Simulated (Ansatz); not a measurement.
Ir, space group Pmma, an equation of state with a fit

Computed with the Ansatz DFT code, driven from Python.

At the Python prompt:
```pycon
>>> import ansatz as az
>>> import numpy as np
>>> from scipy.optimize import curve_fit
>>> vectors0 = np.array([
...     [12.238455, 0.0, 0.0],
...     [0.0, 2.233431, 0.0],
...     [0.0, 0.0, 7.193001],
... ])
>>> sites = [
...     ("Ir", [0.25, 0.0, 0.163988]),
...     ("Ir", [0.75, 0.0, 0.836012]),
... ]
>>> def on_lattice(cell):
...     crystal = az.Crystal(lattice=az.Lattice.of(cell))
...     for symbol, position in sites:
...         crystal = crystal.atom(symbol, position)
...     return crystal
...
>>> def vinet(v, e0, v0, b0, b1):
...     eta = (v / v0) ** (1 / 3)
...     return e0 + 2 * b0 * v0 / (b1 - 1) ** 2 * (2 - (5 + 3 * b1 * (eta - 1) - 3 * eta) * np.exp(-1.5 * (b1 - 1) * (eta - 1)))
...
>>> volumes, energies, pressures = [], [], []
>>> for scale in np.linspace(0.88, 1.12, 7):
...     cell = vectors0 * scale ** (1 / 3)
...     calculation = on_lattice(cell).calculation()
...     calculation = calculation.functional("lda")
...     calculation = calculation.pseudopotentials("paw")
...     calculation = calculation.basis(450)
...     calculation = calculation.occupations("gaussian", width=0.05)
...     calculation = calculation.kpoints(3, 13, 4).stress()
...     report = calculation.run(threads=1, backend="cpu").report
...     volumes.append(abs(np.linalg.det(cell)) / len(sites))
...     energies.append(report["free_energy_ev"] / len(sites))
...     pressures.append(np.trace(report["stress_gpa"]) / 3)
...     print(f"V = {volumes[-1]:8.4f} A^3/atom  F = {energies[-1]:.5f} eV/atom  P = {pressures[-1]:8.3f} GPa")
...
V =  86.5091 A^3/atom  F = -11658.64427 eV/atom  P =    3.730 GPa
V =  90.4414 A^3/atom  F = -11658.71433 eV/atom  P =    2.048 GPa
V =  94.3736 A^3/atom  F = -11658.74780 eV/atom  P =    0.734 GPa
V =  98.3058 A^3/atom  F = -11658.75266 eV/atom  P =   -0.296 GPa
V = 102.2381 A^3/atom  F = -11658.73510 eV/atom  P =   -1.103 GPa
V = 106.1703 A^3/atom  F = -11658.69994 eV/atom  P =   -1.737 GPa
V = 110.1025 A^3/atom  F = -11658.65098 eV/atom  P =   -2.233 GPa
>>> guess = (min(energies), volumes[int(np.argmin(energies))], 0.5, 4.5)
>>> (e0, v0, b0, b1), _ = curve_fit(vinet, np.array(volumes), np.array(energies), p0=guess, maxfev=20000)
>>> print(f"Vinet fit: V0 = {v0:.4f} A^3/atom, B0 = {160.21766 * b0:.1f} GPa, B1 = {b1:.2f}")
Vinet fit: V0 = 97.0761 A^3/atom, B0 = 24.3 GPa, B1 = 4.99
>>> print("largest residual", round(1000 * float(np.abs(vinet(np.array(volumes), e0, v0, b0, b1) - energies).max()), 3), "meV/atom")
largest residual 0.056 meV/atom
```

A third-order Birch-Murnaghan fit through the 7 points (the script's own form differs a little) has its minimum at 97.08 Å³ an atom, 1.3 % below the typed cell, with a bulk modulus of 24 GPa and dB/dP = 5.0. From that minimum the energy rises by 109.6 meV an atom on the compressed side and 102.8 meV on the expanded side.

Absolute energies stand on the zero of these potentials, so only differences at equal settings mean something. No spin polarisation was allowed. Shape and fractional positions are held along the curve, so the bulk modulus is an upper value where they are free to relax, by a factor of two or more in layered or hydrogen-bonded cells. The cell holds layers, chains or clusters in vacuum, no bulk phase; its stress is averaged over the vacuum too and scales with the cell's height. Pressure is positive in compression. Points of the mesh across the vacuum add cost only. Spin-orbit coupling, which matters for elements this heavy, is left out. This isn't the structure that Ir takes at ambient conditions. Finished in 43 s on 1 thread of Intel(R) Xeon(R) Processor @ 2.30GHz (shared host), peak memory 0.71 GiB.
